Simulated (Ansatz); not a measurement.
This was printed by a script on Ansatz's Python interface, for a convergence test of the k-point mesh of LaReN₃, space group Pm-3m. What did the script look like? Use (first run): LDA, PAW, cutoff 490 eV, 2×2×2 k-points, Fermi-Dirac smearing of 0.15 eV. The script varies spacing (1/A): 1.0, 0.6, 0.4, 0.3.

Contents of `laren3.extxyz`:
```text
5
Lattice="3.95489279 0.0 0.0 0.0 3.95489279 0.0 0.0 0.0 3.95489279" Properties=species:S:1:pos:R:3 pbc="T T T"
La    0.00000000    0.00000000    0.00000000
Re    1.97744640    1.97744640    1.97744640
N     0.00000000    1.97744640    1.97744640
N     1.97744640    0.00000000    1.97744640
N     1.97744640    1.97744640    0.00000000
```

`python kconv_laren3.py` gives:
```text
[INFO] 1.0: +89.25 meV/atom
[INFO] 0.6: +44.15 meV/atom
[INFO] 0.4: +36.76 meV/atom
```

The script that was run (others could print the same):

The script, `kconv_laren3.py`:
```python
'''k-point test for LaReN3.'''

import csv
import logging
import sys
import warnings

import ansatz

logging.basicConfig(stream=sys.stdout, format='[%(levelname)s] %(message)s')
logger = logging.getLogger('ansatz_job')
logger.setLevel(logging.INFO)

config = {
    'xc': 'LDA',
    'smearing': 'Fermi-Dirac',
    'width_ev': 0.15,
    'max_scf': 80,
}


def main() -> None:
    warnings.simplefilter('ignore', ansatz.DeckWarning)

    crystal = ansatz.Crystal.from_extxyz('laren3.extxyz')

    base = crystal.calculation()
    base = base.functional(config['xc']).pseudopotentials('paw')
    base = base.basis(18 * ansatz.Ha)
    base = base.occupations(config['smearing'], width=config['width_ev'])
    base = base.scf(max_iterations=config['max_scf'])

    rows = []
    for value in [1.0, 0.6, 0.4, 0.3]:
        summary = base.kpoints(spacing=value).run(threads=1, pin='off').report
        rows.append((value, summary['free_energy_ev'] / len(summary['lattice']['sites']), summary['n_iterations'], summary['n_kpoints']))

    with open('kconv.csv', 'w', newline='') as handle:
        writer = csv.writer(handle)
        writer.writerow(['spacing (1/A)', 'F/atom (eV)', 'iterations', 'k-points'])
        writer.writerows([round(v, 5) if isinstance(v, float) else v for v in row] for row in rows)

    # differences from the last row
    for row in rows[:-1]:
        shift = 1000 * (row[1] - rows[-1][1])
        logger.info(f'{row[0]}: {shift:+.2f} meV/atom' + ('  (within 1 meV)' if abs(shift) < 1 else ''))


if __name__ == '__main__':
    main()
```

Notes:
- Spin is left out of this run.
- A Fermi-Dirac width this large means warm electrons, whose thermal share enters the free energy.
- Spin-orbit coupling, which matters for elements this heavy, is left out.
- The structure comes from a database of computed cells and needn't be a stable or known phase.
- Shifts are counted from the finest mesh, which is itself no proven limit.
- Run time: 4.5 s on 1 thread of Arm Neoverse V2, on a shared host, peak memory 0.42 GiB.
